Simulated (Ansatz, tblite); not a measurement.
# SiH2MeI (CH5ISi): one state, many levels

Aim: run the singlet of SiH2MeI (CH5ISi) at one geometry on many levels, and compare frontier levels, spin and run time.

Computed with Ansatz 0.2.0, Gaussian basis. Level: as each input shows.

Levels to be run: GFN1-xTB, GFN2-xTB, PBE-D4/def2-TZVP, r2SCAN-D4/def2-TZVP, PBE-QIDH/def2-TZVP, HF/def2-TZVP, B3LYP-D4/def2-TZVP, B2PLYP/def2-TZVP, HSE06-D4/def2-TZVP, r2SCANh-D4/def2-TZVP, r2SCAN0-D4/def2-TZVP, PBE-D4/def2-SVP, PBE0-D4/def2-SVP, PBE0-D4/def2-TZVPD, PBE-D4/def2-TZVPD, r2SCAN-D4/def2-TZVPD, CCSD(T)/def2-TZVPP, MP2/def2-TZVP, RPA/def2-TZVP.

2 further runs of the same task are left out: 1 that didn't finish, 1 set aside as unsound or not needed. Runs told in other sessions of the task aren't counted.

## Step 1: The geometry

The geometry is that of the singlet, from an earlier relaxation (r2SCAN-D4/def2-TZVP).

8 atoms, charge 0, spin multiplicity 1.

Bond lengths: Si1–H2 1.483 Å, Si1–H3 1.483 Å, Si1–C4 1.861 Å, Si1–I8 2.456 Å, C4–H5 1.094 Å, C4–H6 1.092 Å, C4–H7 1.092 Å. Angles: H2–Si1–H3 109.4°, H2–Si1–C4 111.6°, H2–Si1–I8 107.0°, H3–Si1–C4 111.6°, H3–Si1–I8 107.0°, C4–Si1–I8 110.0°, Si1–C4–H5 109.8°, Si1–C4–H6 110.9°, Si1–C4–H7 110.9°, H5–C4–H6 108.4°, H5–C4–H7 108.4°, H6–C4–H7 108.3°.

As a file:

```mol
CH5ISi
  3D, bonds by distance, orders not assigned

  8  7  0  0  0  0  0  0  0  0999 V2000
    0.4729   -0.6058    0.3430 Si  0  0
    0.4588   -0.6606    1.8245 H   0  0
    1.8739   -0.6669   -0.1382 H   0  0
   -0.4051    0.9062   -0.2951 C   0  0
    0.0919    1.8077    0.0757 H   0  0
   -1.4441    0.9229    0.0391 H   0  0
   -0.3947    0.9305   -1.3863 H   0  0
   -0.6537   -2.6340   -0.4627 I   0  0
  1  2  8  0
  1  3  8  0
  1  4  8  0
  1  8  8  0
  4  5  8  0
  4  6  8  0
  4  7  8  0
M  END
```

I takes a core potential in the def2 sets. No spin-orbit coupling is included.

PBE0-D4/def2-TZVP was run before; its log isn't repeated, and its numbers join the tables.

## Step 2: GFN1-xTB

Tight binding, by tblite at 300 K electronic temperature and without a spin-polarisation term:

```python
tblite.interface.Calculator('GFN1-xTB', numbers, positions, charge=0, uhf=0).singlepoint()
```

Energy -290.4773 eV, HOMO -11.52 eV, LUMO -5.27 eV; 0.005 s.

## Step 3: GFN2-xTB

Tight binding, by tblite at 300 K electronic temperature and without a spin-polarisation term:

```python
tblite.interface.Calculator('GFN2-xTB', numbers, positions, charge=0, uhf=0).singlepoint()
```

Energy -279.5404 eV, HOMO -11.24 eV, LUMO -5.70 eV; 0.004 s.

## Step 4: PBE-D4/def2-TZVP

start.molden holds the orbitals of an earlier run on this state, given as this run's starting guess.

Input file in.yaml:

```yaml
crystal:
  periodic: [false, false, false]
  atoms:
    - {symbol: Si, position_ang: [0.472942, -0.605793, 0.342981]}
    - {symbol: H, position_ang: [0.458816, -0.660580, 1.824485]}
    - {symbol: H, position_ang: [1.873913, -0.666940, -0.138163]}
    - {symbol: C, position_ang: [-0.405094, 0.906223, -0.295086]}
    - {symbol: H, position_ang: [0.091920, 1.807675, 0.075693]}
    - {symbol: H, position_ang: [-1.444093, 0.922890, 0.039138]}
    - {symbol: H, position_ang: [-0.394719, 0.930504, -1.386336]}
    - {symbol: I, position_ang: [-0.653705, -2.633980, -0.462701]}
basis:
  gaussian: {orbitals: def2-TZVP, initial_orbitals: start.molden}
hamiltonian: {xc: pbe, dispersion: d4}
scf: {omitted_lower_state_checks: [starts]}
output: {orbitals: {seedname: orbitals}}
```

Launch:

```sh
> ansatz run in.yaml --threads 4 --pin off --events-out ev --progress --plain --max-ram 3916MiB
```

The runs that follow: r2SCAN-D4/def2-TZVP; PBE-QIDH/def2-TZVP; HF/def2-TZVP; B3LYP-D4/def2-TZVP; B2PLYP/def2-TZVP; HSE06-D4/def2-TZVP; r2SCANh-D4/def2-TZVP; r2SCAN0-D4/def2-TZVP; PBE-D4/def2-SVP; PBE0-D4/def2-SVP; PBE0-D4/def2-TZVPD; PBE-D4/def2-TZVPD; r2SCAN-D4/def2-TZVPD; CCSD(T)/def2-TZVPP; MP2/def2-TZVP; RPA/def2-TZVP.

Before running them: what should the planned runs give, taken together? Wanted: gap in def2-TZVP, named functionals and Hartree-Fock, smallest and largest; correlation energy, CCSD(T)/def2-TZVPP; correlation energy, MP2/def2-TZVP; binding an atom, CCSD(T)/def2-TZVPP; PBE0 total energy, smallest basis above largest.

**Answer**, as computed:

| quantity | value |
| --- | --- |
| gap in def2-TZVP, named functionals and Hartree-Fock, smallest and largest | 5.13 eV (PBE-D4), 12.80 eV (HF) |
| correlation energy, CCSD(T)/def2-TZVPP | -22.54 eV |
| correlation energy, MP2/def2-TZVP | -21.44 eV |
| binding an atom, CCSD(T)/def2-TZVPP | 3.266 eV |
| PBE0 total energy, smallest basis above largest | 4.28 eV (def2-SVP, def2-TZVPD) |

In words: Orbital gaps of the named functionals and Hartree-Fock in def2-TZVP span 5.13 eV (PBE-D4) to 12.80 eV (HF); exact exchange widens it. The functionals in def2-TZVP miss CCSD(T)/def2-TZVPP by +0.052 (r2SCAN0-D4) to +0.073 eV (PBE-D4) an atom. The reference is CCSD(T) in one finite basis, so it carries an error of its own, often a tenth of an eV or more, and near misses can't be ranked.
